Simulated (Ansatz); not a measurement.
# CH3O3Re: the cost of one run

Computed with Ansatz 0.2.0 (the levels named in each step, unless a step's input says otherwise).

## (1) Starting point

Bond lengths: C1–Re2 2.192 Å, Re2–O3 1.653 Å, Re2–O4 1.653 Å, Re2–O5 1.653 Å, C1–H6 1.091 Å, C1–H7 1.091 Å, C1–H8 1.091 Å. Angles: C1–Re2–O3 95.5°, C1–Re2–O4 95.5°, C1–Re2–O5 95.5°, O3–Re2–O4 119.1°, O3–Re2–O5 119.1°, O4–Re2–O5 119.1°, Re2–C1–H6 109.0°, Re2–C1–H7 109.1°, Re2–C1–H8 109.0°, H6–C1–H7 109.6°, H6–C1–H8 110.0°, H7–C1–H8 110.1°.

Coordinates:

```xyz
8

C     2.0741   -0.2195    0.0432
Re   -0.1053    0.0112   -0.0022
O    -0.3552   -1.0869   -1.2122
O    -0.0876    1.6223   -0.3704
O    -0.3475   -0.4522    1.5658
H     2.3175   -1.2557    0.2822
H     2.4860    0.4391    0.8087
H     2.4802    0.0435   -0.9345
```

## (2) A rough first relaxation, PBE-D4/def2-SVP

Contents of input.yaml:

```yaml
crystal:
  periodic: [false, false, false]
  atoms:
    - { symbol: C, position_ang: [2.07409, -0.21948, 0.04319] }
    - { symbol: Re, position_ang: [-0.10531, 0.01115, -0.00219] }
    - { symbol: O, position_ang: [-0.35524, -1.08685, -1.21217] }
    - { symbol: O, position_ang: [-0.08764, 1.62232, -0.37041] }
    - { symbol: O, position_ang: [-0.34746, -0.45218, 1.56576] }
    - { symbol: H, position_ang: [2.31745, -1.25567, 0.28221] }
    - { symbol: H, position_ang: [2.48596, 0.43914, 0.80875] }
    - { symbol: H, position_ang: [2.48025, 0.04352, -0.93454] }
basis:
  gaussian: { orbitals: def2-SVP }
hamiltonian:
  xc: pbe
  dispersion: d4
relax:
  f_tol: 0.03
  max_steps: 200
```

Started as:

```bash
$ ansatz run input.yaml --threads 4 --pin off --max-ram 10240MiB --backend cpu --events-out ev --progress --plain --runs-dir out
```

**Question.** How long does this run take on 4 threads of Intel Xeon Platinum 8488C (Sapphire Rapids), shared host, and how much memory does it need?

About 5.3 s, with a peak of 0.17 GiB.
